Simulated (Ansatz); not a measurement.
Write a Python script for the Python package of Ansatz (0.2.0) that makes a convergence test of the k-point mesh of Cd, space group P6_3/mmc. Use (first run): PBE, PAW, cutoff 470 eV, 3×3×1 k-points, Methfessel-Paxton smearing of 0.1 eV. The script varies mesh: (3, 3, 1), (4, 4, 1), (5, 5, 2), (7, 7, 2), (8, 8, 3), (10, 10, 3).

```xyz
4
Lattice="3.0931 0.0000 0.0000 -1.5465 2.6787 0.0000 0.0000 0.0000 10.4307" Properties=species:S:1:pos:R:3 pbc="T T T"
Cd    0.0000    0.0000    0.0000
Cd    0.0000    1.7858    2.6077
Cd    0.0000    0.0000    5.2154
Cd    1.5465    0.8929    7.8231
```

Script `cd.py`:
```python
from dataclasses import dataclass

import ansatz as az
import matplotlib.pyplot as plt


@dataclass(frozen=True)
class Settings:
    tolerance: float = 1e-08
    smearing: str = "Methfessel-Paxton"
    sigma: float = 0.1
    ecut: int = 470


cfg = Settings()

cd = (
    az.Lattice.of((3.09306764, 0.0, 0.0), (-1.54653382, 2.67867515, 0.0), (0.0, 0.0, 10.43073696))
    .atom("Cd", (0.0, 0.0, 0.0))
    .atom("Cd", (1 / 3, 2 / 3, 0.25))
    .atom("Cd", (0.0, 0.0, 0.5))
    .atom("Cd", (2 / 3, 1 / 3, 0.75))
)

base = (
    cd.calculation()
    .scf(tolerance=cfg.tolerance)
    .occupations(cfg.smearing, width=cfg.sigma)
    .basis(cfg.ecut)
    .functional(az.Functional.PBE)
    .pseudopotentials("paw")
)

rows = []
for value in [(3, 3, 1), (4, 4, 1), (5, 5, 2), (7, 7, 2), (8, 8, 3), (10, 10, 3)]:
    data = base.kpoints(*value).run(threads=1, pin="off").report
    rows.append((value, data["free_energy_ev"] / len(data["lattice"]["sites"]), data["n_iterations"], data["n_kpoints"]))

print("        mesh   F/atom (eV)    iterations      k-points")
for row in rows:
    print(f"{str(row[0]):>12s}  {row[1]:12.5f}  {row[2]:12d}  {row[3]:12d}")

for row in rows[:-1]:
    shift = 1000 * (row[1] - rows[-1][1])
    print(f"{row[0]}: {shift:+.2f} meV/atom" + ("  (within 5 meV)" if abs(shift) < 5 else ""))
plt.figure(figsize=(4.5, 3))
plt.plot([str(row[0]) for row in rows], [1000 * (row[1] - rows[-1][1]) for row in rows], "o-")
plt.xlabel("mesh")
plt.ylabel("F - F(last) (meV/atom)")
plt.tight_layout()
plt.savefig("kconv.png", dpi=100)
```

```console
$ python cd.py
        mesh   F/atom (eV)    iterations      k-points
   (3, 3, 1)   -8254.03275             9             3
   (4, 4, 1)   -8254.46615             7             4
   (5, 5, 2)   -8254.44808             8            10
   (7, 7, 2)   -8254.46521             7            16
   (8, 8, 3)   -8254.44301             6            20
 (10, 10, 3)   -8254.43747             7            28
(3, 3, 1): +404.72 meV/atom
(4, 4, 1): -28.68 meV/atom
(5, 5, 2): -10.60 meV/atom
(7, 7, 2): -27.74 meV/atom
(8, 8, 3): -5.53 meV/atom
```

Shifts are counted from the finest mesh, which is itself no proven limit. By the engine's processor time: 11 s on 1 thread of Intel(R) Xeon(R) Processor @ 2.30GHz (shared host), peak memory 0.67 GiB.
